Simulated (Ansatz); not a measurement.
**CH₄O₂SeSi: up Jacob's ladder to CCSD(T)**

The task here is to estimate one member of a computed series from the others.

Computed with Ansatz 0.2.0, Gaussian basis. Level: functionals in def2-TZVPP, the program's frozen cores in correlated methods.

Plan: PBE-D4, r2SCAN-D4, PBE0-D4, B3LYP-D4, ωB97X-V, ωB97M-V, B2PLYP; CCSD(T)/def2-TZVPP; MP2/def2-QZVPP; extrapolation to the limit.

## The relaxed structure

The geometry comes from an earlier relaxation with PBE0-D4 in a triple-zeta def2 set; it is a stationary point, not always the lowest conformer.

9 atoms, charge 0, spin multiplicity 1.

Atoms are counted from 1 here; the program's logs count them from 0.

Bond lengths: O1–C2 1.318 Å, O1–H6 0.967 Å, C2–Se3 1.800 Å, C2–O4 1.302 Å, O4–Si5 1.704 Å, Si5–H7 1.476 Å, Si5–H8 1.480 Å, Si5–H9 1.476 Å. Angles: C2–O1–H6 107.1°, O1–C2–Se3 124.2°, O1–C2–O4 110.7°, Se3–C2–O4 125.2°, C2–O4–Si5 121.5°, O4–Si5–H7 110.1°, O4–Si5–H8 100.7°, O4–Si5–H9 110.1°, H7–Si5–H8 111.0°, H7–Si5–H9 113.2°, H8–Si5–H9 111.0°.

The first run:

The input, in.yaml:

```yaml
crystal:
  periodic: [false, false, false]
  atoms:
    - {symbol: O, position_ang: [-2.010070, 1.070726, 0.377948]}
    - {symbol: C, position_ang: [-0.775017, 0.617265, 0.453845]}
    - {symbol: Se, position_ang: [0.373122, 1.026221, 1.778759]}
    - {symbol: O, position_ang: [-0.508333, -0.159935, -0.555773]}
    - {symbol: Si, position_ang: [1.016037, -0.899777, -0.732554]}
    - {symbol: H, position_ang: [-2.151888, 1.638250, 1.147750]}
    - {symbol: H, position_ang: [2.062946, 0.128971, -0.892096]}
    - {symbol: H, position_ang: [0.813784, -1.651067, -1.991792]}
    - {symbol: H, position_ang: [1.267717, -1.816955, 0.396714]}
basis:
  gaussian: {orbitals: def2-TZVPP}
hamiltonian: {xc: pbe, dispersion: d4}
output: {forces: true, orbitals: {seedname: orbitals}}
```

The run is started by

```console
$ ansatz run in.yaml --threads 4 --pin off --events-out ev --progress --plain --max-ram 10444MiB
```

Among the steps run: PBE-D4 (GGA); r2SCAN-D4 (meta-GGA); PBE0-D4 (hybrid); B3LYP-D4 (hybrid); ωB97X-V (range-separated); ωB97M-V (range-separated); B2PLYP (double hybrid); CCSD(T) in def2-TZVPP; MP2 in def2-QZVPP.

One table of the session follows, with a row left open; its other results are not shown here.

It belongs to the step «Atomisation energies». 

```
            method  atomisation energy (kJ/mol)
            PBE-D4                            ?
         r2SCAN-D4                       3245.6
           PBE0-D4                       3211.1
          B3LYP-D4                       3211.3
           ωB97X-V                       3235.2
           ωB97M-V                       3226.2
            B2PLYP                       3179.8
     HF/def2-TZVPP                       2169.0
    MP2/def2-TZVPP                       3214.1
   CCSD/def2-TZVPP                       3052.7
CCSD(T)/def2-TZVPP                       3124.6
           MP2/CBS                       3323.6
       CCSD(T)/CBS                       3234.1
```

**Question.** Estimate the row for PBE-D4.

**Answer.** atomisation energy (kJ/mol): 3311.7. In the column «atomisation energy (kJ/mol)» it lies between r2SCAN-D4 (3245.6) and MP2/CBS (3323.6).
